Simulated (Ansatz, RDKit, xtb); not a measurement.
**Solving GeSi2HF2, step by step**

Task: start from the formula GeSi2HF2 (odd number of electrons), draw up candidate structures, narrow them down in stages, and characterise the one that lies lowest at 298.15 K.

The funnel: GFN2-xTB relaxations, single points with a density functional, relaxations at PBE0-D3(BJ)/def2-SVP, harmonic vibrations, and a last energy at a higher level. All values are calculated.

5 further runs of the same task are left out: 5 set aside as unsound or not needed.

## 1. Drawing up candidates

All bonding patterns within simple valence rules are listed by program: one Lewis structure each, at most two rings and one unusual centre or charged pair. O–O, O–halogen and N–halogen bonds and N–N–N chains are not drawn. That gives 32 candidates.

c039 F[Si]1=[Si][Ge@@H]1[F]; c047 [F][GeH]([F])[Si]#[Si]; c102 F[Si]1=[Ge][Si@@H]1F; c184 F[SiH][Si]#[Ge][F]; c235 F[Si]1(F)[Si]=[GeH]1; c262 F[Si]1(F)[SiH]=[Ge]1; c300 [F][Ge]([F])[SiH]=[Si]; c341 F[SiH](F)[Si]#[Ge]; c373 F/[Si]=[Ge](\[F])[SiH]; c417 F[SiH][Si](F)=[Ge]; c466 F[Si](F)[SiH]=[Ge]; c472 F/[Si]=[Ge](/[F])[SiH]; c500 F[Si]1=[Ge]([F])[SiH]1; c530 [F][Ge]1([F])[Si]=[SiH]1; c558 F[Si]/[GeH]=[Si]\F; c563 F[Si@@H]1[Si]=[Ge]1[F]; c617 F[Si]/[SiH]=[Ge]/[F]; c619 F[Si]/[GeH]=[Si]/F; c621 F[SiH](F)[Ge]#[Si]; c632 [F][Ge]([F])=[Si]=[SiH]; c644 F[Si]/[SiH]=[Ge]\[F]; c679 [F]/[Ge]=[Si](\F)[SiH]; c688 F[Si]#[Ge][SiH]F; c769 F[Si][Si](F)=[GeH]; c775 [F]/[Ge]=[Si](/F)[SiH]; c787 F[Si](F)[Si]#[GeH]; c795 [F][GeH][Si](F)=[Si]; c868 F[SiH][Ge]([F])=[Si]; c917 F[Si](F)=[Ge]=[SiH]; c938 F[Si]=[Si]=[GeH][F]; c960 F[Si](F)[GeH]=[Si]; c963 F[Si]1[GeH]=[Si]1F.

Candidates are built by distance geometry, with a force field where one applies, in up to four conformers (letters a to d). 6 starts with atoms placed at random are added, to find patterns that the rules miss.

**Question.** With final energies at CCSD(T)/def2-SVP, which structure will this search put lowest in free energy, and by what margin?

| quantity | value |
| --- | --- |
| lowest structure found | F[Si]1(F)[SiH]=[Ge]1, doublet, Cs |
| next finalist | F[Si]1(F)[Si]=[GeH]1, doublet, 4.9 kcal/mol higher in G |
| share at equilibrium, among the finalists | 100.0 % |
| harmonic wavenumbers, lowest and highest (PBE0-D3(BJ)/def2-SVP) | 75 and 2204 cm⁻¹ |
| rotational constants, same geometry | 0.1027, 0.0449, 0.04009 cm⁻¹ |
| dipole moment (PBE0/def2-TZVPD) | 2.40 D |
| HOMO energy (highest over α and β) (PBE0/def2-TZVPD) | -6.60 eV |
| LUMO energy (lowest over α and β) (PBE0/def2-TZVPD) | -3.98 eV |
| vertical ionisation energy (to the singlet cation) | 8.53 eV |
| vertical electron affinity | 2.26 eV |
| vertical quartet less doublet | +2.08 eV |

`F[Si]1(F)[SiH]=[Ge]1` comes out lowest. The margin of 4.9 kcal/mol over the next finalist is beyond the usual error of the last level; it says nothing of structures that weren't ranked. r2SCAN-D4/def2-SVP, PBE0-D3(BJ)/def2-SVP, HF/def2-SVP and MP2/def2-SVP already put its bonding pattern lowest among the structures in one piece. 40 minima inside the window were never screened. Lowest found is not proven lowest: the search is finite, and each finalist counts with one conformer. Patterns outside the rules of the enumeration were met only by chance.
